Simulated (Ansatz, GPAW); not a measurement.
## A script for SnTe (PBE in single-zeta orbitals)

These are simulated results from GPAW 26.7.0, not measurements. The cell was built from a prototype and was relaxed with r2SCAN in plane waves (Ansatz 0.2.0). Not every such cell is a known phase. All runs are without spin polarisation.

Space group Fm-3m (No. 225), cubic; conventional cell a = 6.379 Å, 32.44 Å³ an atom. Sn is surrounded by 6 Te at 3.19 Å; Te is surrounded by 6 Sn at 3.19 Å.

The basis is minimal: single zeta, one radial function for each shell that the log's basis lists. It describes the filled bands fairly and the empty ones poorly.

The script, run.py:

```python
import json
from ase import Atoms
from gpaw import GPAW, PW, FermiDirac

atoms = Atoms(['Sn', 'Te'],
              cell=[[0.0, 3.18933, 3.18933], [3.18933, 0.0, 3.18933], [3.18933, 3.18933, -0.0]],
              scaled_positions=[[-0.0, -0.0, -0.0], [0.5, 0.5, 0.5]],
              pbc=True)
calc = GPAW(mode='lcao', basis='sz(dzp)', h=0.2, xc='PBE', kpts={'size': (4, 4, 4), 'gamma': True},
            occupations=FermiDirac(0.02), maxiter=100, legacy_gpaw=True, txt='gpaw.txt')
atoms.calc = calc
res = {'energy': atoms.get_potential_energy(force_consistent=True)}
res['electrons'] = calc.get_number_of_electrons()
res['k'] = calc.get_ibz_k_points().tolist()
res['levels'] = [calc.get_eigenvalues(kpt=i).tolist() for i in range(len(res['k']))]
points = [[0.0, 0.0, 0.0], [0.5, 0.0, 0.5], [0.625, 0.25, 0.625], [0.375, 0.375, 0.75], [0.5, 0.5, 0.5], [0.5, 0.25, 0.75]]
bands = calc.fixed_density(kpts=points, symmetry='off', txt='bands.txt')
res['points'] = [bands.get_eigenvalues(kpt=i).tolist() for i in range(len(points))]
json.dump(res, open('results.json', 'w'))
print('free energy (eV):', round(res['energy'], 5))
```

Command: `python run.py`. It took 4.3 s on 1 thread of Intel(R) Xeon(R) Platinum 8259CL CPU @ 2.50GHz (Skylake/Cascade Lake), with other jobs on the host, peak memory 0.16 GiB.

The log gpaw.txt, trimmed of paths, versions and times, then the last line on the terminal. An iter line gives the energy in eV and the logarithms of the changes of orbitals (plane waves alone) and density (c: converged):

```
___ ___ ___ _ _ _
 |   |   |_  | | | |

 | | | | | . | | | |

 |__ |  _|___|_____|  26.7.0
 |___|_|

Input parameters:
  basis: sz(dzp)
  h: 0.2
  kpts: {gamma: True,
         size: (4, 4, 4)}
  maxiter: 100
  mode: lcao
  occupations: {fixmagmom: False,
                name: fermi-dirac,
                width: 0.02}
  xc: PBE

System changes: positions, numbers, cell, pbc, initial_charges, initial_magmoms

Initialize ...

species:
  Sn:
    name:    Tin
    Z:       50.0
    valence: 14
    core:    36
    charge:  0.0  # [|e|]
    compensation charges:
      type: gauss
      rc: 0.38  # [Å]
      lmax: 2
    cutoffs:
      filter: 2.23  # [Å]
      core: 2.35  # [Å]
    projectors
    | kind |    occ | energy [eV] | rcut [Å] |

    |------|--------|-------------|----------|

    |   5s |  2.000 |     -10.538 |    1.201 |

    |   5p |  2.000 |      -3.696 |    1.270 |

    |   4d | 10.000 |     -25.845 |    1.185 |

    |    s |        |      16.674 |    1.201 |

    |    p |        |      23.515 |    1.270 |

    |    d |        |       1.367 |    1.185 |

    LCAO basis set for Sn:
      Name: sz(dzp)
      Number of radial functions: 3
      Number of spherical harmonics: 9
        l=0, rc=7.1250 Bohr: 5s-sz confined orbital
        l=1, rc=9.5469 Bohr: 5p-sz confined orbital
        l=2, rc=4.0625 Bohr: 4d-sz confined orbital
      Number of RI-basis functions 0

  Te:
    name:    Tellurium
    Z:       52.0
    valence: 6
    core:    46
    charge:  0.0  # [|e|]
    compensation charges:
      type: gauss
      rc: 0.36  # [Å]
      lmax: 2
    cutoffs:
      filter: 2.09  # [Å]
      core: 3.17  # [Å]
    projectors
    | kind |    occ | energy [eV] | rcut [Å] |

    |------|--------|-------------|----------|

    |   5s |  2.000 |     -15.089 |    1.180 |

    |   5p |  4.000 |      -5.955 |    1.196 |

    |    s |        |      12.123 |    1.180 |

    |    p |        |      21.256 |    1.196 |

    |    d |        |       0.000 |    1.238 |

    LCAO basis set for Te:
      Name: sz(dzp)
      Number of radial functions: 2
      Number of spherical harmonics: 4
        l=0, rc=6.2500 Bohr: 5s-sz confined orbital
        l=1, rc=8.0156 Bohr: 5p-sz confined orbital
      Number of RI-basis functions 0

Reference energy: -352801.376741  # eV

Spin-paired calculation

Convergence criteria:
 Maximum [total energy] change in last 3 cyles: 0.0005 eV / valence electron
 Maximum integral of absolute [dens]ity change: 0.0001 electrons / valence electron
 Maximum integral of absolute [eigenst]ate change: 4e-08 eV^2 / valence electron
 Maximum number of scf [iter]ations: 100
 (Square brackets indicate name in SCF output, whereas a 'c' in
 the SCF output indicates the quantity has converged.)

Symmetries present (total): 48

  ( 1  0  0)  ( 1  0  0)  ( 1  0  0)  ( 1  0  0)  ( 1  0 -1)  ( 1  0 -1)
  ( 1  0 -1)  ( 1 -1  0)  ( 0  1  0)  ( 0  0  1)  ( 1  0  0)  ( 1 -1  0)
  ( 1 -1  0)  ( 1  0 -1)  ( 0  0  1)  ( 0  1  0)  ( 1 -1  0)  ( 1  0  0)

  ( 1  0 -1)  ( 1  0 -1)  ( 1 -1  0)  ( 1 -1  0)  ( 1 -1  0)  ( 1 -1  0)
  ( 0  1 -1)  ( 0  0 -1)  ( 1  0  0)  ( 1  0 -1)  ( 0 -1  1)  ( 0 -1  0)
  ( 0  0 -1)  ( 0  1 -1)  ( 1  0 -1)  ( 1  0  0)  ( 0 -1  0)  ( 0 -1  1)

  ( 0  1  0)  ( 0  1  0)  ( 0  1  0)  ( 0  1  0)  ( 0  1 -1)  ( 0  1 -1)
  ( 1  0  0)  ( 0  1 -1)  ( 0  0  1)  (-1  1  0)  ( 1  0 -1)  ( 0  1  0)
  ( 0  0  1)  (-1  1  0)  ( 1  0  0)  ( 0  1 -1)  ( 0  0 -1)  (-1  1  0)

  ( 0  1 -1)  ( 0  1 -1)  ( 0  0  1)  ( 0  0  1)  ( 0  0  1)  ( 0  0  1)
  ( 0  0 -1)  (-1  1  0)  ( 1  0  0)  ( 0  1  0)  ( 0 -1  1)  (-1  0  1)
  ( 1  0 -1)  ( 0  1  0)  ( 0  1  0)  ( 1  0  0)  (-1  0  1)  ( 0 -1  1)

  ( 0  0 -1)  ( 0  0 -1)  ( 0  0 -1)  ( 0  0 -1)  ( 0 -1  1)  ( 0 -1  1)
  ( 1  0 -1)  ( 0  1 -1)  ( 0 -1  0)  (-1  0  0)  ( 1 -1  0)  ( 0  0  1)
  ( 0  1 -1)  ( 1  0 -1)  (-1  0  0)  ( 0 -1  0)  ( 0 -1  0)  (-1  0  1)

  ( 0 -1  1)  ( 0 -1  1)  ( 0 -1  0)  ( 0 -1  0)  ( 0 -1  0)  ( 0 -1  0)
  ( 0 -1  0)  (-1  0  1)  ( 1 -1  0)  ( 0  0 -1)  ( 0 -1  1)  (-1  0  0)
  ( 1 -1  0)  ( 0  0  1)  ( 0 -1  1)  (-1  0  0)  ( 1 -1  0)  ( 0  0 -1)

  (-1  1  0)  (-1  1  0)  (-1  1  0)  (-1  1  0)  (-1  0  1)  (-1  0  1)
  ( 0  1  0)  ( 0  1 -1)  (-1  0  1)  (-1  0  0)  ( 0  0  1)  ( 0 -1  1)
  ( 0  1 -1)  ( 0  1  0)  (-1  0  0)  (-1  0  1)  ( 0 -1  1)  ( 0  0  1)

  (-1  0  1)  (-1  0  1)  (-1  0  0)  (-1  0  0)  (-1  0  0)  (-1  0  0)
  (-1  1  0)  (-1  0  0)  ( 0  0 -1)  ( 0 -1  0)  (-1  1  0)  (-1  0  1)
  (-1  0  0)  (-1  1  0)  ( 0 -1  0)  ( 0  0 -1)  (-1  0  1)  (-1  1  0)

64 k-points: 4 x 4 x 4 Monkhorst-Pack grid + [1/8,1/8,1/8]
8 k-points in the irreducible part of the Brillouin zone
       k-points in crystal coordinates                weights
   0:     0.00000000    0.00000000    0.00000000          1/64
   1:     0.25000000    0.25000000    0.00000000          6/64
   2:     0.25000000    0.25000000    0.25000000          8/64
   3:     0.50000000    0.25000000   -0.25000000          6/64
   4:     0.50000000    0.25000000    0.25000000         12/64
   5:     0.50000000    0.50000000    0.00000000          3/64
   6:     0.50000000    0.50000000    0.25000000         24/64
   7:     0.50000000    0.50000000    0.50000000          4/64

Wave functions: LCAO
  Diagonalizer: Serial LAPACK
  Atomic Correction: dense with blas
  Data-type: complex

Occupation numbers: Fermi-Dirac:
  width: 0.0200  # eV

Eigensolver
   LCAO using direct dense diagonalizer

Densities:
  Coarse grid: 20*20*20 grid
  Fine grid: 40*40*40 grid
  Total Charge: 0.000000

Density mixing:
  Method: separate
  Backend: msr1
  Linear mixing parameter: 0.05
  old densities: 10
  Width of damping distribution: 1.1
  Damping of long wavelength oscillations: 20

Hamiltonian:
  XC and Coulomb potentials evaluated on a 40*40*40 grid
  Using the PBE Exchange-Correlation functional
  Interpolation: tri-quintic (5. degree polynomial)
  Poisson solver: FastPoissonSolver using
    Stencil: 12*3+1=37 point O(h^6) finite-difference Laplacian
    FFT axes: [np.int64(0), np.int64(1), np.int64(2)]
    FST axes: []

XC parameters: PBE with 2 nearest neighbor stencil

Memory estimate:
  Process memory now: 115.82 MiB
  Calculator: 16.66 MiB
    Density: 11.94 MiB
      Arrays: 1.59 MiB
      Localized functions: 9.13 MiB
      Mixer: 1.22 MiB
    Hamiltonian: 1.67 MiB
      Arrays: 1.04 MiB
      XC: 0.00 MiB
      Poisson: 0.00 MiB
      vbar: 0.64 MiB
    Wavefunctions: 3.04 MiB
      C [qnM]: 0.02 MiB
      S, T [2 x qmm]: 0.04 MiB
      P [aqMi]: 0.00 MiB
      BasisFunctions: 2.98 MiB
      Eigensolver: 0.00 MiB

Total number of cores used: 1

Number of atoms: 2
Number of atomic orbitals: 13
Number of bands in calculation: 13
Number of valence electrons: 20
Bands to converge: occupied
Positions:
   0 Sn     0.000000    0.000000    0.000000    ( 0.0000,  0.0000,  0.0000)
   1 Te     3.189330    3.189330    3.189330    ( 0.0000,  0.0000,  0.0000)

Unit cell:
           periodic     x           y           z      points  spacing
  1. axis:    yes    0.000000    3.189330    3.189330    20     0.1841
  2. axis:    yes    3.189330    0.000000    3.189330    20     0.1841
  3. axis:    yes    3.189330    3.189330   -0.000000    20     0.1841

  Lengths:   4.510394   4.510394   4.510394
  Angles:   60.000000  60.000000  60.000000

Effective grid spacing dv^(1/3) = 0.2009

iter:   1    -6.293518        c
iter:   2    -6.288729        c -1.61
iter:   3    -6.253711        c -1.64
iter:   4    -6.252598        c -2.48
iter:   5    -6.252542c       c -3.11
iter:   6    -6.252542c       c -4.06c

Converged after 6 iterations.

Energy contributions relative to reference atoms: (reference = -352801.376741)

Kinetic:        +71.633366
Potential:      -66.726219
External:        +0.000000
XC:             -11.258101
Entropy (-ST):   -0.003187
Local:           +0.100006
SIC:             +0.000000
--------------------------
Free energy:     -6.254135
Extrapolated:    -6.252542

Showing only first 2 kpts
 Kpt  Band  Eigenvalues  Occupancy
  0     8      4.13910    2.00000
  0     9      4.13910    2.00000
  0    10      9.72187    0.00000
  0    11      9.72221    0.00000

  1     8      3.25397    2.00000
  1     9      4.32305    2.00000
  1    10      8.24618    0.00000
  1    11     10.27473    0.00000

Fermi level: 6.46086

Gap: 0.028 eV
Transition (v -> c):
  (s=0, k=7, n=9, [0.50, 0.50, 0.50]) -> (s=0, k=7, n=10, [0.50, 0.50, 0.50])
No difference between direct/indirect transitions

free energy (eV): -6.25413
```

The gap in the log is over the mesh alone; results.json adds the listed points. PBE in single-zeta orbitals gives a level spacing of 0.03 eV, too small to call a gap. On the same cell, plane-wave PBE (Ansatz, 8×8×8 k points and the special points) gives a level spacing of 0.01 eV, too small to call a gap and r2SCAN a gap of 0.15 eV; on shared hosts these took about 2.9 and 7 core-seconds on the 2-atom cell, against 4.3 for the script. Spin-orbit coupling, left out in all these runs, can cut or reorder the gap by tenths of an eV, up to about 1 eV with Pb or Bi.

Spin-orbit coupling is left out, which matters wherever the heavy atoms make up the band edges.
